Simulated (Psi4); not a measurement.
# InHF (SMILES [F][InH]): UBLYP/def2-TZVPP (core potential)

What is the energy change on altering one bond length of InHF at UBLYP/def2-TZVPP (core potential)? 

The results are computed with Psi4 1.11.

1 further run of the same task is left out (set aside as unsound or not needed).

## (1) The structure to begin with

The species is InHF (3 atoms), meant as a doublet with charge 0. As SMILES, `[F][InH]`. Geometry: relaxed at PBE0-D4/def2-TZVP.

Bond lengths: F1–In2 1.970 Å, In2–H3 1.779 Å. Angles: F1–In2–H3 113.8°.

## (2) Energy and forces at UBLYP/def2-TZVPP (core potential)

File fhin.py:

```python
import psi4

psi4.set_memory('1600 MB')
psi4.set_num_threads(1)
psi4.core.set_output_file('run.log', False)

geom = psi4.geometry("""
0 2
F      1.088400     0.989500     0.694300
In    -0.522500     0.355100    -0.244800
H     -0.576900    -1.409400    -0.462800
symmetry c1
""")

psi4.set_options({
    'reference': 'uks',
    'puream': True,
    'e_convergence': 1e-09,
    'd_convergence': 1e-08,
    'scf_type': 'pk',
    'dft_radial_points': 99,
    'dft_spherical_points': 590,
    'maxiter': 200,
})

result, w = psi4.gradient('blyp/def2-TZVPP', return_wfn=True)
psi4.oeprop(w, 'LOWDIN_CHARGES', 'DIPOLE', 'WIBERG_LOWDIN_INDICES')
print('gradient / Eh bohr^-1')
print(result.np.round(6))
print(f'energy = {w.energy():.10f} Eh')
for k, v in sorted(psi4.core.scalar_variables().items()):
    print(f'{k:45s} {v:18.10f}')
```

The run is started by

```bash
$ python fhin.py
```

run.log:

```text
[...]
    !!!  WARNING: ECP capability is in beta. Please check occupations closely.  !!!
[...]
  Running in c1 symmetry.
[...]
  Nuclear repulsion =   58.542473673905171
[...]
  Multiplicity = 2
[...]
  Nalpha       = 16
  Nbeta        = 15
[...]
    Number of basis functions: 95
[...]
   @UKS iter   1:  -290.35465985162489   -8.16291e-01   8.20936e-03 DIIS/ADIIS
[...]
   @UKS iter  14:  -290.57461291409476   -9.66338e-13   6.45241e-09 DIIS
[...]
   @S^2 Observed:                7.539552693E-01
[...]
    Orbital Energies [Eh]
    ---------------------
    Alpha Occupied:
       1A    -24.210732     2A     -4.491712     3A     -2.935573
       4A     -2.929164     5A     -2.925544     6A     -0.987349
       7A     -0.699187     8A     -0.695576     9A     -0.692889
      10A     -0.690930    11A     -0.685807    12A     -0.387333
      13A     -0.312354    14A     -0.295761    15A     -0.290480
      16A     -0.194034
    Alpha Virtual:
      17A     -0.094016    18A     -0.031615    19A      0.020440
      20A      0.056489    21A      0.065986    22A      0.084618
      23A      0.125901    24A      0.127595    25A      0.148942
[...]
  @UKS Final Energy:  -290.57461291409476
   => Energetics <=
    Nuclear Repulsion Energy =             58.5424736739051710
    One-Electron Energy =                -592.1742516177253037
    Two-Electron Energy =                 270.5521641235511652
    DFT Exchange-Correlation Energy =     -27.4949990938258289
    Empirical Dispersion Energy =           0.0000000000000000
    VV10 Nonlocal Energy =                  0.0000000000000000
    Total Energy =                       -290.5746129140947573
[...]
  -Total Gradient:
     Atom            X                  Y                   Z
    ------   -----------------  -----------------  -----------------
       1       -0.014731666112    -0.004996379025    -0.000000001720
       2        0.014177290743    -0.001945396948     0.000000002352
       3        0.000543829978     0.006933618398    -0.000000000632
[...]
 Multipole Moments:
 ------------------------------------------------------------------------------------
     Multipole            Electronic (a.u.)      Nuclear  (a.u.)        Total (a.u.)
 ------------------------------------------------------------------------------------
 L = 1.  Multiply by 2.5417464519 to convert [e a0] to [Debye]
 Dipole X            :        -17.1678215           16.1020080           -1.0658135
 Dipole Y            :         -3.2359211            3.0069949           -0.2289262
 Dipole Z            :          0.0000002           -0.0000000            0.0000002
 Magnitude           :                                                    1.0901219
[...]
```

Standard output:

```text
gradient / Eh bohr^-1
[[-0.014732 -0.004996 -0.      ]
 [ 0.014177 -0.001945  0.      ]
 [ 0.000544  0.006934 -0.      ]]
energy = -290.5746129141 Eh
CURRENT ENERGY                                   -290.5746129141
CURRENT REFERENCE ENERGY                         -290.5746129141
DD SOLVATION ENERGY                                 0.0000000000
DFT FUNCTIONAL TOTAL ENERGY                      -290.5746129141
DFT TOTAL ENERGY                                 -290.5746129141
DFT VV10 ENERGY                                     0.0000000000
DFT XC ENERGY                                     -27.4949990938
GRID ELECTRONS ALPHA                               16.0000000201
GRID ELECTRONS BETA                                15.0000000346
GRID ELECTRONS TOTAL                               31.0000000547
NUCLEAR REPULSION ENERGY                           58.5424736739
ONE-ELECTRON ENERGY                              -592.1742516177
PCM POLARIZATION ENERGY                             0.0000000000
PE ENERGY                                           0.0000000000
SCF ITERATION ENERGY                             -290.5746129141
SCF ITERATIONS                                     14.0000000000
SCF TOTAL ENERGY                                 -290.5746129141
TWO-ELECTRON ENERGY                               270.5521641236
XC GRID RADIAL POINTS                              99.0000000000
XC GRID SPHERICAL POINTS                          590.0000000000
XC GRID TOTAL POINTS                           168787.0000000000
```

It took 20 s on 1 thread of Intel Xeon at 2.60GHz (Ice Lake), shared host; peak memory 0.73 GiB.

## (3) The distorted shape: the energy at UBLYP/def2-TZVPP (core potential)

File fhin.dat:

```
memory 1600 MB

molecule molecule1 {
  0 2
  F
  In 1 3.5453
  H 2 1.778748 1 113.76351
  symmetry c1
  no_reorient
  no_com
}

set globals {
  basis                def2-TZVPP
  reference            uks
  puream               true
  e_convergence        1e-09
  d_convergence        1e-08
  scf_type             pk
  dft_radial_points    99
  dft_spherical_points 590
  maxiter              200
}

energy_value, wavefunction = energy('blyp', return_wfn=True)
oeprop(wavefunction, 'WIBERG_LOWDIN_INDICES', 'MAYER_INDICES', 'DIPOLE')
print_variables()
```

The run is started by

```bash
$ psi4 fhin.dat fhin.out -n 1
```

fhin.out:

```text
[...]
    !!!  WARNING: ECP capability is in beta. Please check occupations closely.  !!!
[...]
  Running in c1 symmetry.
[...]
  Nuclear repulsion =   35.501823058107590
[...]
  Multiplicity = 2
[...]
  Nalpha       = 16
  Nbeta        = 15
[...]
    Number of basis functions: 95
[...]
   @UKS iter   1:  -290.20875656218396   -7.87838e-01   8.71672e-03 DIIS/ADIIS
[...]
   @UKS iter  40:  -290.48712919633073   -1.81899e-12   5.41707e-09 DIIS
[...]
   @S^2 Observed:                7.559371277E-01
[...]
    Orbital Energies [Eh]
    ---------------------
    Alpha Occupied:
       1A    -24.178265     2A     -4.529654     3A     -2.970963
       4A     -2.969940     5A     -2.961831     6A     -0.926824
       7A     -0.732604     8A     -0.732540     9A     -0.728703
      10A     -0.726120    11A     -0.725013    12A     -0.393640
      13A     -0.281671    14A     -0.238931    15A     -0.235683
      16A     -0.234849
    Alpha Virtual:
      17A     -0.127445    18A     -0.117000    19A     -0.001092
      20A      0.044378    21A      0.055985    22A      0.058410
      23A      0.099709    24A      0.110064    25A      0.117669
[...]
  @UKS Final Energy:  -290.48712919633073
   => Energetics <=
    Nuclear Repulsion Energy =             35.5018230581075898
    One-Electron Energy =                -545.8189939507437884
    Two-Electron Energy =                 247.2308996581661802
    DFT Exchange-Correlation Energy =     -27.4008579618607158
    Empirical Dispersion Energy =           0.0000000000000000
    VV10 Nonlocal Energy =                  0.0000000000000000
    Total Energy =                       -290.4871291963307272
[...]
 Multipole Moments:
 ------------------------------------------------------------------------------------
     Multipole            Electronic (a.u.)      Nuclear  (a.u.)        Total (a.u.)
 ------------------------------------------------------------------------------------
 L = 1.  Multiply by 2.5417464519 to convert [e a0] to [Debye]
 Dipole X            :         -2.4877456            2.3639343           -0.1238113
 Dipole Y            :        -32.6500781           30.0086670           -2.6414111
 Dipole Z            :          0.0000004            0.0000000            0.0000004
 Magnitude           :                                                    2.6443112
[...]
```

It took 26 s on 1 thread of Intel Xeon at 2.60GHz (Ice Lake), shared host; peak memory 0.69 GiB.

## (4) What came out

Level: UBLYP/def2-TZVPP (core potential).

| quantity | value |
| --- | --- |
| first shape: total energy | -290.57461 Eh |
| first shape: dipole moment | 2.77 D |
| first shape: HOMO energy (highest over α and β) | -5.28 eV |
| first shape: LUMO energy (lowest over α and β) | -4.33 eV |
| first shape: ⟨S²⟩ | 0.754 |
| first shape: largest force on an atom | 0.800 eV/Å |
| distorted shape: total energy | -290.48713 Eh |
| distorted shape: dipole moment | 6.72 D |
| distorted shape: HOMO energy (highest over α and β) | -5.99 eV |
| distorted shape: LUMO energy (lowest over α and β) | -5.65 eV |
| distorted shape: ⟨S²⟩ | 0.756 |
| energy change with the F1–In2 bond stretched from 1.970 to 3.545 Å | 2.381 eV |

In words: With the F1–In2 bond stretched from 1.970 to 3.545 Å the energy rises by 2.38 eV (230 kJ/mol). The first shape isn't relaxed at this level, so the change isn't measured from a minimum. The largest force (first shape) is 0.80 eV/Å: the shape isn't a stationary point for this species at this level.
